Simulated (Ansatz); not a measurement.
# C9H5NO4Os: one species, many methods

One table from this session's results is given with a row withheld; the runs are named, their logs left out.

Program: Ansatz 0.2.0, Gaussian basis. Level of theory: functionals in def2-TZVPP, the program's frozen cores in correlated methods. These are calculated values, not measurements.

Levels to be run: LDA (SPW92), PBE-D4, revPBE-D4, BLYP-D4, r2SCAN-D4, B97M-V, PBE0-D4, B3LYP-D4, r2SCANh-D4, r2SCAN0-D4, HSE06-D4, BHLYP-D4, CAM-B3LYP-D4, LC-ωPBE, ωB97X-V, ωB97M-V, B2PLYP, PBE-QIDH; CCSD(T)/def2-SVP; CCSD(T)/def2-TZVPP; MP2/def2-QZVPP; extrapolation to the limit; RPA on PBE.

### The geometry

All runs share one geometry, relaxed beforehand with PBE0-D4 in a triple-zeta def2 set. Os takes the def2 core potential; no spin-orbit term is included.

SMILES `[O+]#[C][Os-5]([C]#[O+])([C]#[O+])([C]#[O+])[n+]1ccccc1`, 20 atoms, charge 0, spin multiplicity 1.

Atoms are counted from 1 here; the program's logs count them from 0.

Bond lengths: O1–C2 1.147 Å, C2–Os3 1.942 Å, Os3–C4 1.893 Å, Os3–C6 1.935 Å, Os3–C8 1.936 Å, Os3–N10 2.189 Å, C4–O5 1.142 Å, C6–O7 1.148 Å, C8–O9 1.148 Å, N10–C11 1.339 Å, N10–C15 1.339 Å, C11–C12 1.381 Å, C11–H16 1.081 Å, C12–C13 1.384 Å, C12–H17 1.082 Å, C13–C14 1.384 Å, C13–H18 1.083 Å, C14–C15 1.381 Å and more. Angles: O1–C2–Os3 179.3°, C2–Os3–C4 91.1°, C2–Os3–C6 121.5°, C2–Os3–C8 121.6°, C2–Os3–N10 86.9°, C4–Os3–C6 90.5°, C4–Os3–C8 90.5°, C4–Os3–N10 178.0°, C6–Os3–C8 116.9°, C6–Os3–N10 90.7°, C8–Os3–N10 90.5°, Os3–C4–O5 179.7°, Os3–C6–O7 178.5°, Os3–C8–O9 178.5°, Os3–N10–C11 120.9°, Os3–N10–C15 121.1°, C11–N10–C15 117.9°, N10–C11–C12 122.8° and more.

Set-up of the first run:

Input file in.yaml:

```yaml
crystal:
  periodic: [false, false, false]
  atoms:
    - {symbol: O, position_ang: [2.344462, -0.939275, -2.409448]}
    - {symbol: C, position_ang: [1.452296, -0.282262, -2.114341]}
    - {symbol: Os, position_ang: [-0.058885, 0.839904, -1.634510]}
    - {symbol: C, position_ang: [-0.048475, 1.649760, -3.345660]}
    - {symbol: O, position_ang: [-0.037030, 2.134230, -4.379451]}
    - {symbol: C, position_ang: [0.189544, 2.567650, -0.798393]}
    - {symbol: O, position_ang: [0.328566, 3.605653, -0.328814]}
    - {symbol: C, position_ang: [-1.883551, 0.252868, -1.904227]}
    - {symbol: O, position_ang: [-2.967940, -0.075676, -2.086727]}
    - {symbol: N, position_ang: [-0.012306, -0.141565, 0.321240]}
    - {symbol: C, position_ang: [-0.683996, -1.279792, 0.536475]}
    - {symbol: C, position_ang: [-0.651489, -1.949837, 1.743133]}
    - {symbol: C, position_ang: [0.108471, -1.436297, 2.779386]}
    - {symbol: C, position_ang: [0.811106, -0.264630, 2.558741]}
    - {symbol: C, position_ang: [0.728186, 0.347331, 1.323970]}
    - {symbol: H, position_ang: [-1.257010, -1.660465, -0.297560]}
    - {symbol: H, position_ang: [-1.218021, -2.865229, 1.854680]}
    - {symbol: H, position_ang: [0.155109, -1.940342, 3.737203]}
    - {symbol: H, position_ang: [1.426153, 0.181643, 3.329378]}
    - {symbol: H, position_ang: [1.274790, 1.256341, 1.114925]}
basis:
  gaussian: {orbitals: def2-TZVPP}
hamiltonian: {xc: lda}
output: {orbitals: {seedname: orbitals}}
```

On the command line:

```
$ ansatz run in.yaml --threads 11 --pin off --events-out ev --progress --plain --max-ram 166912MiB --backend cuda --devices 0, --max-vram 75GiB
```

Steps of the session up to this table: LDA; PBE-D4 (GGA); revPBE-D4 (GGA); BLYP-D4 (GGA); r2SCAN-D4 (meta-GGA); B97M-V (meta-GGA); B3LYP-D4 (hybrid); r2SCANh-D4 (hybrid); r2SCAN0-D4 (hybrid); HSE06-D4 (hybrid); BHLYP-D4 (hybrid); CAM-B3LYP-D4 (range-separated); LC-ωPBE (range-separated); ωB97X-V (range-separated); ωB97M-V (range-separated); B2PLYP (double hybrid); PBE-QIDH (double hybrid).

One table of the session follows, with a row left open; its other results are not shown here.

It belongs to the step «Orbital energies across the functionals». 

| functional | HOMO (eV) | LUMO (eV) | gap (eV) |
| --- | --- | --- | --- |
| LDA (SPW92) | -5.34 | -3.34 | 2.00 |
| PBE-D4 | -5.08 | -3.07 | 2.00 |
| revPBE-D4 | -4.98 | -2.98 | 2.00 |
| BLYP-D4 | -4.90 | -2.92 | 1.98 |
| r2SCAN-D4 | -5.27 | -2.96 | 2.31 |
| B97M-V | -5.13 | -2.88 | 2.24 |
| PBE0-D4 | -6.05 | -2.20 | 3.86 |
| B3LYP-D4 | -5.85 | -2.39 | 3.46 |
| r2SCANh-D4 | -5.64 | -2.63 | 3.01 |
| r2SCAN0-D4 | -6.21 | -2.13 | 4.08 |
| HSE06-D4 | -5.67 | -2.57 | 3.10 |
| BHLYP-D4 | ? | ? | ? |
| CAM-B3LYP-D4 | -7.19 | -1.11 | 6.08 |
| LC-ωPBE | -8.33 | -0.08 | 8.24 |
| ωB97X-V | -8.06 | -0.08 | 7.98 |
| ωB97M-V | -8.02 | -0.12 | 7.90 |

Q: Estimate the row for BHLYP-D4 from the others.

Worked estimate for «HOMO (eV)». Against the share of exact exchange, BLYP-D4 (0, -4.90), B3LYP-D4 (0.2, -5.85) give a slope of -4.75 per unit share; at 0.5 the line stands at -7.27.

**Answer.** HOMO (eV): -6.88; LUMO (eV): -1.17; gap (eV): 5.72. In «HOMO (eV)» the line misses by -0.39.
